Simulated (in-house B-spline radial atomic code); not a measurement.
# I¹⁴⁺: ionisation energy by several methods

Wanted: one ionisation energy, I¹⁴⁺ to configuration [Kr] 4d2, up the ladder of functionals.

The numbers are computed with in-house B-spline radial atomic code version 1 (Dirac-Coulomb, several functionals; spherical all-electron atom at the radial basis limit), except any that are marked as measured or tabulated.

## Step 1: The atom as given

| Quantity | Value |
| --- | --- |
| element | iodine (Z = 53) |
| charge | +14 |
| electrons | 39 |
| configuration | [Kr] 4d3 |
| nucleus | Fermi, rms radius 4.750 fm |

The outer shells:

[Kr] 4d3
```
[Kr] core
4d [↑ ][↑ ][↑ ][  ][  ]
```

The boxes only draw the filling; these runs are spin-restricted and spherical.

## Step 2: LDA (PW92)

Input settings:

```ini
Z = 53
electrons = 39.0
configuration = [Kr] 4d3
hamiltonian = dirac
method = lda,pw
spin_polarised = False
nucleus = fermi
rms_radius = 4.75
mass_number = 127
atomic_mass = 126.904472592
speed_of_light = 137.035999084
```

On the command line:

```sh
$ python run_scf.py task.json out
```

One command runs all members of the session, one after another, from task.json.

## Step 3: BP86

Changes to the settings of step 2:

```diff
@@ -4,3 +4,3 @@
 hamiltonian = dirac
-method = lda,pw
+method = b88,p86
 spin_polarised = False
```

The tabulated ionisation energy is 335 ± 3 eV (tabulated theoretical; NIST Atomic Spectra Database). What does each method give, and which comes nearest?

**Answer**, as computed:

| method | rung | total energy (hartree) | ΔSCF (eV) | with Breit, QED, recoil (eV) | −ε highest (eV) | corrected ΔSCF less tabulated (eV) |
| --- | --- | --- | --- | --- | --- | --- |
| LDA (PW92) | LDA | -7042.9947 | 334.70 | 334.66 | 319.41 (4d5/2) | -0.34 |
| BP86 | GGA | -7050.0884 | 334.61 | 334.57 | 319.34 (4d5/2) | -0.43 |

What this shows: The tabulated ionisation energy is 335 ± 3 eV (tabulated theoretical; NIST Atomic Spectra Database). LDA (PW92) comes nearest (-0.34 eV) and BP86 is farthest (-0.43 eV, 0.13 %). The table's own uncertainty is as large as these misses, so the order means little. All methods miss on the same side by much the same amount, which points to something that they share. Open shells are averaged (over orientations, and over spins where the run is restricted), while tables refer to the lowest levels. For the semilocal functionals minus the highest level recovers only 95 % of their own ΔSCF value, a mark of self-interaction.

Members of this set that are not shown: 2 used exact exchange with fractional occupations of an open shell, which is unsound here.
